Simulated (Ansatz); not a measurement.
**Ga8Sb8 wurtzite off sphere (Ga₈Sb₈H₂₂): the relaxed shape and its frontier levels**

Aim: characterise Ga8Sb8 wurtzite off sphere (Ga₈Sb₈H₂₂) as a singlet: its structure, frontier levels and distribution of charge.

Computed with Ansatz 0.2.0, Gaussian basis. Level: RKS PBE0-D4/def2-TZVP.

The runs, in order: relaxation at r2SCAN-D4/def2-SVP; a single point at PBE0-D4/def2-TZVP.

1 further run of the same task is left out (set aside as unsound or not needed). Runs told in other sessions of the task aren't counted.

### 1 Starting geometry

38 atoms, charge 0, spin multiplicity 1.

Atoms are counted from 1 here; the program's logs count them from 0.

Bond lengths: Ga1–Sb2 2.643 Å, Ga1–Sb3 2.638 Å, Ga1–H17 1.537 Å, Ga1–H18 1.531 Å, Sb2–Ga5 2.622 Å, Sb2–H19 1.710 Å, Sb2–H20 1.747 Å, Sb3–Ga4 2.628 Å, Sb3–Ga11 2.659 Å, Sb3–H21 1.740 Å, Ga4–Sb6 2.629 Å, Ga4–Sb7 2.640 Å, Ga4–H22 1.561 Å, Ga5–Sb6 2.625 Å, Ga5–Sb12 2.676 Å, Ga5–H23 1.523 Å, Sb6–Ga9 2.615 Å, Sb6–H24 1.716 Å and more. Angles: Sb2–Ga1–Sb3 109.5°, Sb2–Ga1–H17 109.1°, Sb2–Ga1–H18 110.6°, Sb3–Ga1–H17 109.2°, Sb3–Ga1–H18 109.7°, H17–Ga1–H18 108.8°, Ga1–Sb2–Ga5 109.3°, Ga1–Sb2–H19 110.3°, Ga1–Sb2–H20 108.3°, Ga5–Sb2–H19 110.7°, Ga5–Sb2–H20 110.3°, H19–Sb2–H20 107.9°, Ga1–Sb3–Ga4 109.6°, Ga1–Sb3–Ga11 108.6°, Ga1–Sb3–H21 109.3°, Ga4–Sb3–Ga11 110.4°, Ga4–Sb3–H21 110.0°, Ga11–Sb3–H21 108.9° and more.

Geometry (Å):

```mol
Ga8H22Sb8
  3D, bonds by distance, orders not assigned

 38 43  0  0  0  0  0  0  0  0999 V2000
    0.5727   -4.6406   -1.3142 Ga  0  0
    0.5480   -4.6394    1.3290 Sb  0  0
    0.5595   -2.1539   -2.1941 Sb  0  0
   -1.5847   -0.9171   -1.3109 Ga  0  0
    0.5565   -2.1651    2.1955 Ga  0  0
   -1.5801   -0.9169    1.3179 Sb  0  0
   -1.6009    1.5690   -2.1994 Sb  0  0
   -3.7499    2.8374   -1.3040 Ga  0  0
   -1.6298    1.5445    2.2001 Ga  0  0
   -3.7521    2.8212    1.3255 Sb  0  0
    2.7560   -0.9342   -1.3248 Ga  0  0
    2.7549   -0.9078    1.3322 Sb  0  0
    2.7165    1.5481   -2.1971 Sb  0  0
    0.5692    2.7996   -1.3294 Ga  0  0
    2.7231    1.5587    2.2013 Ga  0  0
    0.5690    2.8185    1.3147 Sb  0  0
   -0.6810   -5.3656   -1.8276 H   0  0
    1.8127   -5.3679   -1.8400 H   0  0
   -0.8236   -5.4798    1.9093 H   0  0
    1.9716   -5.4825    1.8909 H   0  0
    0.5684   -2.1585   -3.9343 H   0  0
   -2.8631   -1.6405   -1.8394 H   0  0
    0.5711   -2.1512    3.7180 H   0  0
   -2.9897   -1.7099    1.8911 H   0  0
   -1.6013    1.5841   -3.9158 H   0  0
   -4.9898    2.0868   -1.8547 H   0  0
   -3.7475    4.2632   -1.8208 H   0  0
   -1.5862    1.5484    3.7248 H   0  0
   -5.1369    2.0174    1.8860 H   0  0
   -3.7458    4.4463    1.9026 H   0  0
    3.9948   -1.6396   -1.8339 H   0  0
    4.1247   -1.7125    1.8618 H   0  0
    2.7221    1.5733   -3.9409 H   0  0
    4.1336    2.3739   -1.6133 H   0  0
    0.5657    4.2800   -1.8142 H   0  0
    2.7300    1.5597    3.7200 H   0  0
    4.0079    2.2971    1.6791 H   0  0
    0.5697    4.4367    1.9084 H   0  0
  1  2  8  0
  1  3  8  0
  1 17  8  0
  1 18  8  0
  2  5  8  0
  2 19  8  0
  2 20  8  0
  3  4  8  0
  3 11  8  0
  3 21  8  0
  4  6  8  0
  4  7  8  0
  4 22  8  0
  5  6  8  0
  5 12  8  0
  5 23  8  0
  6  9  8  0
  6 24  8  0
  7  8  8  0
  7 14  8  0
  7 25  8  0
  8 10  8  0
  8 26  8  0
  8 27  8  0
  9 10  8  0
  9 16  8  0
  9 28  8  0
 10 29  8  0
 10 30  8  0
 11 12  8  0
 11 13  8  0
 11 31  8  0
 12 15  8  0
 12 32  8  0
 13 14  8  0
 13 33  8  0
 13 34  8  0
 14 16  8  0
 14 35  8  0
 15 16  8  0
 15 36  8  0
 15 37  8  0
 16 38  8  0
M  END
```

Sb takes a core potential in the def2 sets. No spin-orbit coupling is included.

The start is a built from a lattice or polyhedron geometry.

### 2 Relaxation at r2SCAN-D4/def2-SVP

Contents of in.yaml:

```yaml
crystal:
  periodic: [false, false, false]
  atoms:
    - {symbol: Ga, position_ang: [0.572700, -4.640600, -1.314200]}
    - {symbol: Sb, position_ang: [0.548000, -4.639400, 1.329000]}
    - {symbol: Sb, position_ang: [0.559500, -2.153900, -2.194100]}
    - {symbol: Ga, position_ang: [-1.584700, -0.917100, -1.310900]}
    - {symbol: Ga, position_ang: [0.556500, -2.165100, 2.195500]}
    - {symbol: Sb, position_ang: [-1.580100, -0.916900, 1.317900]}
    - {symbol: Sb, position_ang: [-1.600900, 1.569000, -2.199400]}
    - {symbol: Ga, position_ang: [-3.749900, 2.837400, -1.304000]}
    - {symbol: Ga, position_ang: [-1.629800, 1.544500, 2.200100]}
    - {symbol: Sb, position_ang: [-3.752100, 2.821200, 1.325500]}
    - {symbol: Ga, position_ang: [2.756000, -0.934200, -1.324800]}
    - {symbol: Sb, position_ang: [2.754900, -0.907800, 1.332200]}
    - {symbol: Sb, position_ang: [2.716500, 1.548100, -2.197100]}
    - {symbol: Ga, position_ang: [0.569200, 2.799600, -1.329400]}
    - {symbol: Ga, position_ang: [2.723100, 1.558700, 2.201300]}
    - {symbol: Sb, position_ang: [0.569000, 2.818500, 1.314700]}
    - {symbol: H, position_ang: [-0.681000, -5.365600, -1.827600]}
    - {symbol: H, position_ang: [1.812700, -5.367900, -1.840000]}
    - {symbol: H, position_ang: [-0.823600, -5.479800, 1.909300]}
    - {symbol: H, position_ang: [1.971600, -5.482500, 1.890900]}
    - {symbol: H, position_ang: [0.568400, -2.158500, -3.934300]}
    - {symbol: H, position_ang: [-2.863100, -1.640500, -1.839400]}
    - {symbol: H, position_ang: [0.571100, -2.151200, 3.718000]}
    - {symbol: H, position_ang: [-2.989700, -1.709900, 1.891100]}
    - {symbol: H, position_ang: [-1.601300, 1.584100, -3.915800]}
    - {symbol: H, position_ang: [-4.989800, 2.086800, -1.854700]}
    - {symbol: H, position_ang: [-3.747500, 4.263200, -1.820800]}
    - {symbol: H, position_ang: [-1.586200, 1.548400, 3.724800]}
    - {symbol: H, position_ang: [-5.136900, 2.017400, 1.886000]}
    - {symbol: H, position_ang: [-3.745800, 4.446300, 1.902600]}
    - {symbol: H, position_ang: [3.994800, -1.639600, -1.833900]}
    - {symbol: H, position_ang: [4.124700, -1.712500, 1.861800]}
    - {symbol: H, position_ang: [2.722100, 1.573300, -3.940900]}
    - {symbol: H, position_ang: [4.133600, 2.373900, -1.613300]}
    - {symbol: H, position_ang: [0.565700, 4.280000, -1.814200]}
    - {symbol: H, position_ang: [2.730000, 1.559700, 3.720000]}
    - {symbol: H, position_ang: [4.007900, 2.297100, 1.679100]}
    - {symbol: H, position_ang: [0.569700, 4.436700, 1.908400]}
basis:
  gaussian: {orbitals: def2-SVP, fitting: {mean_field: def2-universal-jkfit}}
hamiltonian: {xc: r2scan, dispersion: d4}
scf: {lower_state_search: "off"}
output: {orbitals: {seedname: orbitals}}
relax: {f_tol: 0.03, max_steps: 70}
```

On the command line:

```bash
ansatz run in.yaml --threads 4 --pin off --events-out ev --progress --plain --max-ram 66560MiB --backend cuda --devices 0, --max-vram 37GiB
```

Further steps of the session: Single point, PBE0-D4/def2-TZVP.

Before running them: what should the planned runs give, taken together? Wanted: point group; commonest bond, hydrogen aside; HOMO, LUMO at PBE0-D4/def2-TZVP; dipole at r2SCAN-D4/def2-SVP.

As calculated:

| quantity | value |
| --- | --- |
| point group | Cs |
| commonest bond, hydrogen aside | Ga–Sb, 21 of mean length 2.671 Å |
| HOMO, LUMO at PBE0-D4/def2-TZVP | -6.66, -1.82 eV |
| dipole at r2SCAN-D4/def2-SVP | 0.14 D |

In words: The molecule keeps its bonding pattern by the stored test; the atoms moved 0.21 Å (rms), and the angle H17–Ga1–H18 went from 109° to 126°. No usable vibrations, so a minimum isn't proven. Whether this spin is the lowest isn't tested here. The point group is read from a loosely relaxed geometry; soft torsions can leave it below the true symmetry.
